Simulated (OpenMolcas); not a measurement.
**SnBr4 (stannic bromide) at revPBE/ANO-RCC-VDZ (DKH2)**

What is the vertical electron affinity of SnBr4 (stannic bromide) at revPBE/ANO-RCC-VDZ (DKH2)? 

The results are computed with OpenMolcas 26.06.

## (1) The structure to begin with

SnBr4 has 5 atoms, charge 0, and is taken as a singlet. SMILES: `[Br][Sn]([Br])([Br])[Br]`. Geometry: a GFN2-xTB relaxation, a rough one for these elements and not checked as a minimum.

Bond lengths: Br1–Sn2 2.551 Å, Sn2–Br3 2.553 Å, Sn2–Br4 2.552 Å, Sn2–Br5 2.552 Å. Angles: Br1–Sn2–Br3 109.5°, Br1–Sn2–Br4 109.5°, Br1–Sn2–Br5 109.5°, Br3–Sn2–Br4 109.4°, Br3–Sn2–Br5 109.4°, Br4–Sn2–Br5 109.5°.

## (2) The energy at revPBE/ANO-RCC-VDZ (DKH2)

struct.xyz reads:

```xyz
5

Br    -1.160910     0.012930     2.272230
Sn    -0.000940     0.000260     0.000740
Br     2.158970    -1.352070     0.155310
Br    -1.541880    -1.056480    -1.737450
Br     0.544750     2.395350    -0.690830
```

job.inp reads:

```
&GATEWAY
Coord=struct.xyz
Basis=ANO-RCC-VDZ
Group=NoSym
&SEWARD
GridInput
Grid=UltraFine
End of Grid
&SCF
KSDFT=revPBE
PrOrbitals=1 1
```

Launch:

```
export MOLCAS_MEM=1860
pymolcas job.inp > job.log
```

The program printed:

```text
--- Start Module: gateway ---
[...]
--- Stop Module: gateway /rc=_RC_ALL_IS_WELL_ ---
--- Start Module: seward ---
[...]
      Basis functions          119
--- Stop Module: seward /rc=_RC_ALL_IS_WELL_ ---
[...]
--- Start Module: scf ---
[...]
       Convergence after  10 Iterations
[...]
::    Total KS-DFT energy                          -16599.0859705689
[...]
      Total spin, S                                     0.0000000000
[...]
      Total electronic charge=  190.000000
      Total            charge=   -0.000000
[...]
      Dipole Moment (debye):
      Origin of the operator (angstrom)=   -0.0001    0.0000    0.0001
                   X= -1.0069E-02               Y=  3.1215E-03               Z=  8.0305E-03           Total=  1.3252E-02
      Quadrupole Moment (debye*angstrom):
[...]
--- Stop Module: scf /rc=_RC_ALL_IS_WELL_ ---
[...]
```

Run time: 73 s. Hardware: 1 thread of AMD EPYC 7B13 (Zen 3), shared host; peak memory 0.78 GiB.

## (3) The doublet anion

struct.xyz is that of step 2.

job.input reads:

```
>>> EXPORT MOLCAS_PRINT=2

&GATEWAY
  Coord=struct.xyz
  Basis=ANO-RCC-VDZ
  Group=NoSym

&SEWARD
  GridInput
  Grid=UltraFine
  End of Grid

&SCF
  UHF
  Charge=-1
  Spin=2
  KSDFT=revPBE
  PrOrbitals=1 1
```

Launch:

```
export MOLCAS_MEM=1860
pymolcas job.input > job.log
```

The program printed:

```text
--- Start Module: gateway ---
[...]
--- Stop Module: gateway /rc=_RC_ALL_IS_WELL_ ---
--- Start Module: seward ---
[...]
      Basis functions          119
--- Stop Module: seward /rc=_RC_ALL_IS_WELL_ ---
[...]
--- Start Module: scf ---
[...]
       Convergence after  16 Iterations
[...]
::    Total KS-DFT energy                          -16599.2017485533
[...]
      Total spin, S                                     0.5001639037
[...]
      Total electronic charge=  191.000000
      Total            charge=   -1.000000
[...]
      Dipole Moment (debye):
      Origin of the operator (angstrom)=   -0.0001    0.0000    0.0001
                   X= -1.1485E-02               Y=  3.9294E-03               Z=  8.9260E-03           Total=  1.5067E-02
      Center of Charge (angstrom)
[...]
--- Stop Module: scf /rc=_RC_ALL_IS_WELL_ ---
[...]
```

Wall time 1.8 min (1 thread of AMD EPYC 7B13 (Zen 3), shared host); peak memory 0.78 GiB.

## (4) What came out

At revPBE/ANO-RCC-VDZ (DKH2):

```
                                         quantity            value
                      singlet SnBr4: total energy  -16599.08597 Eh
                     singlet SnBr4: dipole moment           0.01 D
                       singlet SnBr4: HOMO energy         -7.82 eV
                       singlet SnBr4: LUMO energy         -5.56 eV
                     singlet SnBr4: HOMO–LUMO gap          2.27 eV
                      doublet anion: total energy  -16599.20175 Eh
doublet anion: HOMO energy (highest over α and β)         -0.75 eV
 doublet anion: LUMO energy (lowest over α and β)         -0.41 eV
                              doublet anion: ⟨S²⟩            0.750
vertical electron affinity (to the doublet anion)         3.150 eV
```

At fixed nuclei the extra electron is bound by 3.15 eV (73 kcal/mol). Mulliken charges (doublet anion) run from -0.37 on Br3 to +0.48 on Sn2; they depend strongly on the basis.
